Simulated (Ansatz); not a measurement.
# C2H3AlFN: two geometries relaxed

Are the two ends of the inversion of the pyramid at N4 separate minima, and which lies lower? Each is relaxed from a guess. SMILES of the start: C#[C][Al]([NH2])[F].

All numbers below are computed with Ansatz 0.2.0 (RKS PBE-D4/6-31G*).

## (1) The structure to begin with

Bond lengths: C1–C2 1.140 Å, C2–Al3 1.919 Å, Al3–N4 1.861 Å, Al3–F5 1.835 Å, C1–H6 1.137 Å, N4–H7 1.032 Å, N4–H8 1.081 Å. Angles: C1–C2–Al3 179.7°, C2–C1–H6 178.6°, C2–Al3–N4 123.4°, C2–Al3–F5 119.8°, N4–Al3–F5 116.8°, Al3–N4–H7 109.5°, Al3–N4–H8 103.9°, H7–N4–H8 104.5°.

Structure file:

```xyz
8

C    -0.9241    2.2449   -0.0901
C    -0.2835    1.3044   -0.0179
Al    0.8019   -0.2738    0.1056
N     0.1031   -1.9846    0.3240
F     2.6294   -0.1312    0.0247
H    -1.5811    3.1684   -0.1777
H     0.3128   -2.5511   -0.5130
H    -0.9664   -1.8341    0.2886
```

## (2) End point A

File input.yaml:

```yaml
crystal:
  periodic: [false, false, false]
  atoms:
    - { symbol: C, position_ang: [-0.9241, 2.2449, -0.0901] }
    - { symbol: C, position_ang: [-0.2835, 1.3044, -0.0179] }
    - { symbol: Al, position_ang: [0.8019, -0.2738, 0.1056] }
    - { symbol: "N", position_ang: [0.1031, -1.9846, 0.324] }
    - { symbol: F, position_ang: [2.6294, -0.1312, 0.0247] }
    - { symbol: H, position_ang: [-1.5811, 3.1684, -0.1777] }
    - { symbol: H, position_ang: [0.3128, -2.5511, -0.513] }
    - { symbol: H, position_ang: [-0.9664, -1.8341, 0.2886] }
basis:
  gaussian: { orbitals: "6-31G*" }
hamiltonian:
  xc: pbe
  dispersion: d4
relax:
  f_tol: 0.015
  max_steps: 40
```

The run is started by

```console
> ansatz run input.yaml --threads 1 --pin off --max-ram 2048MiB --backend cpu --events-out ev --progress --plain --runs-dir out
```

What it wrote:

```text
Warning: RAYON_NUM_THREADS=1 ignored (pool sized by the plan → 1); use --threads N
The last accepted step is kept in <dir> (removed where the run ends without a failure and the disk answers)
Engine: ansatz 0.2.0, x86_64-unknown-linux-gnu
Functional definition: PBE
  parameter kappa = 0.804
  parameter beta = 0.06672455060314922
  exchange = pbe_x(kappa = kappa, mu = beta*pi^2/3)
  correlation = pbe_c(beta = beta)
966 factors; their error is unknown
mean field evaluation 1: about -12899.7367 eV, gradient 8.5e1 eV
mean field evaluation 2: about -12848.9131 eV, gradient 1.5e2 eV
mean field evaluation 4: about -12914.9620 eV, gradient 1.2e1 eV
mean field evaluation 8: about -12915.3061 eV, gradient 4.0e-1 eV
mean field evaluation 16: about -12915.2638 eV, gradient 6.7e-5 eV
mean field -12915.26384219 eV, -474.6271919201 hartree, gradient 3.2e-5 eV, S^2 0.000000; 0 other end points of the search recorded, 0 dependent functions left out
the calculation of the forces begins
reference -12915.26388611 eV, -474.6271935343 hartree; 22, 22 occupied and 63, 63 virtual orbitals, 966 factors
relax step   1: F+E_penalty+E_count = -12915.40044200 eV  Δ(F+E_penalty+E_count) = +0.000e0 eV  max|allowed force component| = 1.073e1 eV/Å  Δτ_max = 0.0000 Å  (28 SCF iters, accepted)
these checks for a lower state are left out or cut short: starts, cluster_reference, orbital_swaps, neighbouring_geometries, increment
966 factors; their error is unknown
mean field -12916.11518257 eV, -474.6584781022 hartree, gradient 2.0e-5 eV, S^2 0.000000; 0 other end points of the search recorded, 0 dependent functions left out
the calculation of the forces begins
reference -12916.11522591 eV, -474.6584796947 hartree; 22, 22 occupied and 63, 63 virtual orbitals, 966 factors
relax step   2: F+E_penalty+E_count = -12916.25227319 eV  Δ(F+E_penalty+E_count) = -8.518e-1 eV  max|allowed force component| = 1.994e0 eV/Å  Δτ_max = 0.1932 Å  (31 SCF iters, accepted)
these checks for a lower state are left out or cut short: starts, cluster_reference, orbital_swaps, neighbouring_geometries, increment
966 factors; their error is unknown
mean field evaluation 32: about -12916.2780 eV, gradient 2.3e-5 eV
mean field -12916.27797891 eV, -474.6644607574 hartree, gradient 2.3e-5 eV, S^2 0.000000; 0 other end points of the search recorded, 0 dependent functions left out
the calculation of the forces begins
reference -12916.27802185 eV, -474.6644623352 hartree; 22, 22 occupied and 63, 63 virtual orbitals, 966 factors
relax step   3: F+E_penalty+E_count = -12916.41650367 eV  Δ(F+E_penalty+E_count) = -1.642e-1 eV  max|allowed force component| = 1.290e0 eV/Å  Δτ_max = 0.1932 Å  (30 SCF iters, accepted)
these checks for a lower state are left out or cut short: starts, cluster_reference, orbital_swaps, neighbouring_geometries, increment
966 factors; their error is unknown
mean field -12916.39310837 eV, -474.6686916870 hartree, gradient 1.0e-5 eV, S^2 0.000000; 0 other end points of the search recorded, 0 dependent functions left out
the calculation of the forces begins
reference -12916.39315131 eV, -474.6686932649 hartree; 22, 22 occupied and 63, 63 virtual orbitals, 966 factors
relax step   4: F+E_penalty+E_count = -12916.53230174 eV  Δ(F+E_penalty+E_count) = -1.158e-1 eV  max|allowed force component| = 3.171e-1 eV/Å  Δτ_max = 0.2000 Å  (36 SCF iters, accepted)
these checks for a lower state are left out or cut short: starts, cluster_reference, orbital_swaps, neighbouring_geometries, increment
966 factors; their error is unknown
mean field -12916.40349423 eV, -474.6690733604 hartree, gradient 7.6e-6 eV, S^2 0.000000; 0 other end points of the search recorded, 0 dependent functions left out
the calculation of the forces begins
reference -12916.40353670 eV, -474.6690749210 hartree; 22, 22 occupied and 63, 63 virtual orbitals, 966 factors
relax step   5: F+E_penalty+E_count = -12916.54285114 eV  Δ(F+E_penalty+E_count) = -1.055e-2 eV  max|allowed force component| = 3.218e-1 eV/Å  Δτ_max = 0.1100 Å  (30 SCF iters, accepted)
these checks for a lower state are left out or cut short: starts, cluster_reference, orbital_swaps, neighbouring_geometries, increment
966 factors; their error is unknown
mean field -12916.40997852 eV, -474.6693116535 hartree, gradient 7.9e-6 eV, S^2 0.000000; 0 other end points of the search recorded, 0 dependent functions left out
the calculation of the forces begins
reference -12916.41002117 eV, -474.6693132210 hartree; 22, 22 occupied and 63, 63 virtual orbitals, 966 factors
relax step   6: F+E_penalty+E_count = -12916.54927863 eV  Δ(F+E_penalty+E_count) = -6.427e-3 eV  max|allowed force component| = 2.240e-1 eV/Å  Δτ_max = 0.1175 Å  (28 SCF iters, accepted)
these checks for a lower state are left out or cut short: starts, cluster_reference, orbital_swaps, neighbouring_geometries, increment
966 factors; their error is unknown
mean field -12916.41738160 eV, -474.6695837115 hartree, gradient 1.9e-5 eV, S^2 0.000000; 0 other end points of the search recorded, 0 dependent functions left out
the calculation of the forces begins
reference -12916.41742416 eV, -474.6695852757 hartree; 22, 22 occupied and 63, 63 virtual orbitals, 966 factors
relax step   7: F+E_penalty+E_count = -12916.55672818 eV  Δ(F+E_penalty+E_count) = -7.450e-3 eV  max|allowed force component| = 3.207e-2 eV/Å  Δτ_max = 0.0753 Å  (28 SCF iters, accepted)
these checks for a lower state are left out or cut short: starts, cluster_reference, orbital_swaps, neighbouring_geometries, increment
966 factors; their error is unknown
mean field evaluation 64: about -12916.4172 eV, gradient 1.2e-1 eV
mean field -12916.41722264 eV, -474.6695778700 hartree, gradient 1.7e-5 eV, S^2 0.000000; 0 other end points of the search recorded, 0 dependent functions left out
the calculation of the forces begins
reference -12916.41726522 eV, -474.6695794347 hartree; 22, 22 occupied and 63, 63 virtual orbitals, 966 factors
relax step   8: F+E_penalty+E_count = -12916.55661821 eV  Δ(F+E_penalty+E_count) = +1.100e-4 eV  max|allowed force component| = 5.153e-2 eV/Å  Δτ_max = 0.0382 Å  (29 SCF iters, rejected (line search))
these checks for a lower state are left out or cut short: starts, cluster_reference, orbital_swaps, neighbouring_geometries, increment
966 factors; their error is unknown
mean field -12916.41749321 eV, -474.6695878134 hartree, gradient 1.7e-5 eV, S^2 0.000000; 0 other end points of the search recorded, 0 dependent functions left out
the calculation of the forces begins
reference -12916.41753579 eV, -474.6695893780 hartree; 22, 22 occupied and 63, 63 virtual orbitals, 966 factors
relax step   9: F+E_penalty+E_count = -12916.55689934 eV  Δ(F+E_penalty+E_count) = -1.712e-4 eV  max|allowed force component| = 5.066e-3 eV/Å  Δτ_max = 0.0128 Å  (29 SCF iters, accepted)
966 factors; their error is unknown
mean field -12916.41749321 eV, -474.6695878134 hartree, gradient 1.7e-5 eV, S^2 0.000000; 1 other end points of the search recorded, 0 dependent functions left out
the calculation of the forces begins
reference -12916.41753579 eV, -474.6695893780 hartree; 22, 22 occupied and 63, 63 virtual orbitals, 966 factors
Total energy: -12916.55694192 eV, -474.6747124587 hartree
Atom 0 at    -0.938377     2.355283    -0.037966 Å, force     0.000380     0.002010    -0.000605 eV/Å
Atom 1 at    -0.258748     1.331767    -0.032382 Å, force    -0.000869    -0.000641     0.000521 eV/Å
Atom 2 at     0.790854    -0.252454    -0.020934 Å, force     0.003877     0.005066     0.000042 eV/Å
Atom 3 at     0.028378    -1.854246     0.034974 Å, force    -0.002863    -0.003794     0.000151 eV/Å
Atom 4 at     2.454447    -0.150891    -0.062961 Å, force     0.001665     0.000152     0.000200 eV/Å
Atom 5 at    -1.528804     3.255630    -0.043311 Å, force    -0.000797    -0.001393    -0.000133 eV/Å
Atom 6 at     0.524166    -2.743832     0.046231 Å, force     0.000062    -0.001392    -0.001104 eV/Å
Atom 7 at    -0.979817    -1.998356     0.060550 Å, force    -0.001454    -0.000008     0.000928 eV/Å
Dipole moment:    -0.438493    -0.174087     0.014887 e Å
```

Run time: 49 s. Hardware: 1 thread of Intel Xeon at 2.50GHz (Skylake/Cascade Lake), shared host; peak memory 0.16 GiB.

Relaxation path:

```csv
step,energy from step 1 (eV),largest force component (eV/Å)
1,0.0000,10.7350
2,-0.8518,1.9937
3,-1.0161,1.2901
4,-1.1319,0.3171
5,-1.1424,0.3218
6,-1.1488,0.2240
7,-1.1563,0.0321
8x,-1.1562,0.0515
9,-1.1565,0.0051
```

Step 1 is the start. 1 step was tried and not accepted (marked x).

After: Bond lengths: C1–C2 1.229 Å, C2–Al3 1.900 Å, Al3–N4 1.775 Å, Al3–F5 1.667 Å, C1–H6 1.077 Å, N4–H7 1.018 Å, N4–H8 1.019 Å. Angles: C1–C2–Al3 179.9°, C2–C1–H6 179.7°, C2–Al3–N4 121.0°, C2–Al3–F5 120.0°, N4–Al3–F5 119.0°, Al3–N4–H7 125.4°, Al3–N4–H8 123.6°, H7–N4–H8 111.0°.

## (3) End point B

The second end starts from a geometry with the move made by hand.

Changes to input.yaml since step 2:

```diff
@@ -9,4 +9,4 @@
     - { symbol: H, position_ang: [-1.5811, 3.1684, -0.1777] }
-    - { symbol: H, position_ang: [0.3128, -2.5511, -0.513] }
-    - { symbol: H, position_ang: [-0.9664, -1.8341, 0.2886] }
+    - { symbol: H, position_ang: [0.87203, -2.67322, 0.31974] }
+    - { symbol: H, position_ang: [-0.25886, -1.9886, 1.34219] }
 basis:
```

The run is started by

```console
> ansatz run input.yaml --threads 1 --pin off --max-ram 2048MiB --backend cpu --events-out ev --progress --plain --runs-dir out
```

What it wrote:

```text
Warning: RAYON_NUM_THREADS=1 ignored (pool sized by the plan → 1); use --threads N
[... 7 set-up lines as earlier in the session ...]
966 factors; their error is unknown
mean field evaluation 1: about -12899.7309 eV, gradient 8.5e1 eV
mean field evaluation 2: about -12849.3146 eV, gradient 1.5e2 eV
mean field evaluation 4: about -12914.9175 eV, gradient 1.3e1 eV
mean field evaluation 8: about -12915.3126 eV, gradient 3.6e-1 eV
mean field evaluation 16: about -12915.2674 eV, gradient 6.7e-5 eV
mean field -12915.26741271 eV, -474.6273231346 hartree, gradient 3.1e-5 eV, S^2 0.000000; 0 other end points of the search recorded, 0 dependent functions left out
the calculation of the forces begins
reference -12915.26745755 eV, -474.6273247822 hartree; 22, 22 occupied and 63, 63 virtual orbitals, 966 factors
relax step   1: F+E_penalty+E_count = -12915.40334649 eV  Δ(F+E_penalty+E_count) = +0.000e0 eV  max|allowed force component| = 1.071e1 eV/Å  Δτ_max = 0.0000 Å  (28 SCF iters, accepted)
these checks for a lower state are left out or cut short: starts, cluster_reference, orbital_swaps, neighbouring_geometries, increment
966 factors; their error is unknown
mean field -12916.08021773 eV, -474.6571931681 hartree, gradient 1.6e-5 eV, S^2 0.000000; 0 other end points of the search recorded, 0 dependent functions left out
the calculation of the forces begins
reference -12916.08026208 eV, -474.6571947976 hartree; 22, 22 occupied and 63, 63 virtual orbitals, 966 factors
relax step   2: F+E_penalty+E_count = -12916.21681247 eV  Δ(F+E_penalty+E_count) = -8.135e-1 eV  max|allowed force component| = 2.066e0 eV/Å  Δτ_max = 0.1904 Å  (37 SCF iters, accepted)
these checks for a lower state are left out or cut short: starts, cluster_reference, orbital_swaps, neighbouring_geometries, increment
966 factors; their error is unknown
mean field evaluation 32: about -12916.2401 eV, gradient 1.6e-5 eV
mean field -12916.24007799 eV, -474.6630679243 hartree, gradient 1.6e-5 eV, S^2 0.000000; 0 other end points of the search recorded, 0 dependent functions left out
the calculation of the forces begins
reference -12916.24012179 eV, -474.6630695339 hartree; 22, 22 occupied and 63, 63 virtual orbitals, 966 factors
relax step   3: F+E_penalty+E_count = -12916.37795847 eV  Δ(F+E_penalty+E_count) = -1.611e-1 eV  max|allowed force component| = 1.586e0 eV/Å  Δτ_max = 0.1793 Å  (29 SCF iters, accepted)
these checks for a lower state are left out or cut short: starts, cluster_reference, orbital_swaps, neighbouring_geometries, increment
966 factors; their error is unknown
mean field -12916.34569688 eV, -474.6669493468 hartree, gradient 8.8e-6 eV, S^2 0.000000; 0 other end points of the search recorded, 0 dependent functions left out
the calculation of the forces begins
reference -12916.34574002 eV, -474.6669509321 hartree; 22, 22 occupied and 63, 63 virtual orbitals, 966 factors
relax step   4: F+E_penalty+E_count = -12916.48376601 eV  Δ(F+E_penalty+E_count) = -1.058e-1 eV  max|allowed force component| = 1.206e0 eV/Å  Δτ_max = 0.1999 Å  (36 SCF iters, accepted)
these checks for a lower state are left out or cut short: starts, cluster_reference, orbital_swaps, neighbouring_geometries, increment
966 factors; their error is unknown
mean field -12916.37064608 eV, -474.6678662131 hartree, gradient 2.1e-5 eV, S^2 0.000000; 0 other end points of the search recorded, 0 dependent functions left out
the calculation of the forces begins
reference -12916.37068951 eV, -474.6678678089 hartree; 22, 22 occupied and 63, 63 virtual orbitals, 966 factors
relax step   5: F+E_penalty+E_count = -12916.50980074 eV  Δ(F+E_penalty+E_count) = -2.603e-2 eV  max|allowed force component| = 8.646e-1 eV/Å  Δτ_max = 0.1999 Å  (36 SCF iters, accepted)
these checks for a lower state are left out or cut short: starts, cluster_reference, orbital_swaps, neighbouring_geometries, increment
966 factors; their error is unknown
mean field -12916.41216281 eV, -474.6693919245 hartree, gradient 1.1e-5 eV, S^2 0.000000; 0 other end points of the search recorded, 0 dependent functions left out
the calculation of the forces begins
reference -12916.41220555 eV, -474.6693934952 hartree; 22, 22 occupied and 63, 63 virtual orbitals, 966 factors
relax step   6: F+E_penalty+E_count = -12916.55106887 eV  Δ(F+E_penalty+E_count) = -4.127e-2 eV  max|allowed force component| = 1.219e-1 eV/Å  Δτ_max = 0.1241 Å  (30 SCF iters, accepted)
these checks for a lower state are left out or cut short: starts, cluster_reference, orbital_swaps, neighbouring_geometries, increment
966 factors; their error is unknown
mean field -12916.41597454 eV, -474.6695320032 hartree, gradient 1.9e-5 eV, S^2 0.000000; 0 other end points of the search recorded, 0 dependent functions left out
the calculation of the forces begins
reference -12916.41601732 eV, -474.6695335753 hartree; 22, 22 occupied and 63, 63 virtual orbitals, 966 factors
relax step   7: F+E_penalty+E_count = -12916.55515544 eV  Δ(F+E_penalty+E_count) = -4.087e-3 eV  max|allowed force component| = 5.559e-2 eV/Å  Δτ_max = 0.0502 Å  (29 SCF iters, accepted)
these checks for a lower state are left out or cut short: starts, cluster_reference, orbital_swaps, neighbouring_geometries, increment
966 factors; their error is unknown
mean field evaluation 64: about -12916.4430 eV, gradient 1.6e0 eV
mean field -12916.41737489 eV, -474.6695834652 hartree, gradient 1.8e-5 eV, S^2 0.000000; 0 other end points of the search recorded, 0 dependent functions left out
the calculation of the forces begins
reference -12916.41741770 eV, -474.6695850384 hartree; 22, 22 occupied and 63, 63 virtual orbitals, 966 factors
relax step   8: F+E_penalty+E_count = -12916.55680787 eV  Δ(F+E_penalty+E_count) = -1.652e-3 eV  max|allowed force component| = 4.353e-2 eV/Å  Δτ_max = 0.0492 Å  (29 SCF iters, accepted)
these checks for a lower state are left out or cut short: starts, cluster_reference, orbital_swaps, neighbouring_geometries, increment
966 factors; their error is unknown
mean field -12916.41749812 eV, -474.6695879939 hartree, gradient 1.8e-5 eV, S^2 0.000000; 0 other end points of the search recorded, 0 dependent functions left out
the calculation of the forces begins
reference -12916.41754095 eV, -474.6695895677 hartree; 22, 22 occupied and 63, 63 virtual orbitals, 966 factors
relax step   9: F+E_penalty+E_count = -12916.55690799 eV  Δ(F+E_penalty+E_count) = -1.001e-4 eV  max|allowed force component| = 9.698e-3 eV/Å  Δτ_max = 0.0089 Å  (30 SCF iters, accepted)
966 factors; their error is unknown
mean field evaluation 96: about -12916.4175 eV, gradient 2.7e-5 eV
mean field -12916.41749812 eV, -474.6695879939 hartree, gradient 1.8e-5 eV, S^2 0.000000; 1 other end points of the search recorded, 0 dependent functions left out
the calculation of the forces begins
reference -12916.41754095 eV, -474.6695895677 hartree; 22, 22 occupied and 63, 63 virtual orbitals, 966 factors
Total energy: -12916.55695082 eV, -474.6747127858 hartree
Atom 0 at    -0.942733     2.232938    -0.036780 Å, force    -0.001292    -0.001450     0.000904 eV/Å
Atom 1 at    -0.198163     1.257207     0.019041 Å, force    -0.004348     0.001209     0.001218 eV/Å
Atom 2 at     0.950154    -0.254291     0.108005 Å, force     0.009698     0.007025    -0.004132 eV/Å
Atom 3 at     0.331512    -1.845675     0.592653 Å, force    -0.005410    -0.004210     0.004222 eV/Å
Atom 4 at     2.565622    -0.096683    -0.273262 Å, force    -0.001000    -0.001920     0.000283 eV/Å
Atom 5 at    -1.591847     3.090479    -0.086871 Å, force     0.001238     0.000435    -0.000800 eV/Å
Atom 6 at     0.884855    -2.697687     0.664609 Å, force     0.000715    -0.000738    -0.000448 eV/Å
Atom 7 at    -0.640530    -2.020009     0.843135 Å, force     0.000398    -0.000350    -0.001248 eV/Å
Dipole moment:    -0.414775    -0.185752     0.131912 e Å
```

Wall time 51 s (1 thread of Intel Xeon at 2.50GHz (Skylake/Cascade Lake), shared host); peak memory 0.16 GiB.

The steps of the relaxation:

```csv
step,energy from step 1 (eV),largest force component (eV/Å)
1,0.0000,10.7118
2,-0.8135,2.0664
3,-0.9746,1.5861
4,-1.0804,1.2057
5,-1.1065,0.8646
6,-1.1477,0.1219
7,-1.1518,0.0556
8,-1.1535,0.0435
9,-1.1536,0.0097
```

Step 1 is the start.

After: Bond lengths: C1–C2 1.229 Å, C2–Al3 1.900 Å, Al3–N4 1.775 Å, Al3–F5 1.667 Å, C1–H6 1.077 Å, N4–H7 1.018 Å, N4–H8 1.019 Å. Angles: C1–C2–Al3 179.9°, C2–C1–H6 179.8°, C2–Al3–N4 121.0°, C2–Al3–F5 120.0°, N4–Al3–F5 119.0°, Al3–N4–H7 125.5°, Al3–N4–H8 123.6°, H7–N4–H8 111.0°.

## (4) Outcome

| quantity | value |
| --- | --- |
| end A | 7 moves, 1.156 eV lower |
| end B | 8 moves, 1.154 eV lower |
| largest difference between the ends | 0.00 Å |
| end B relative to end A | -0.000 eV |

What this shows: The two relaxations end at one structure, within 0.00 Å: no second minimum was found from this start, which doesn't rule one out.
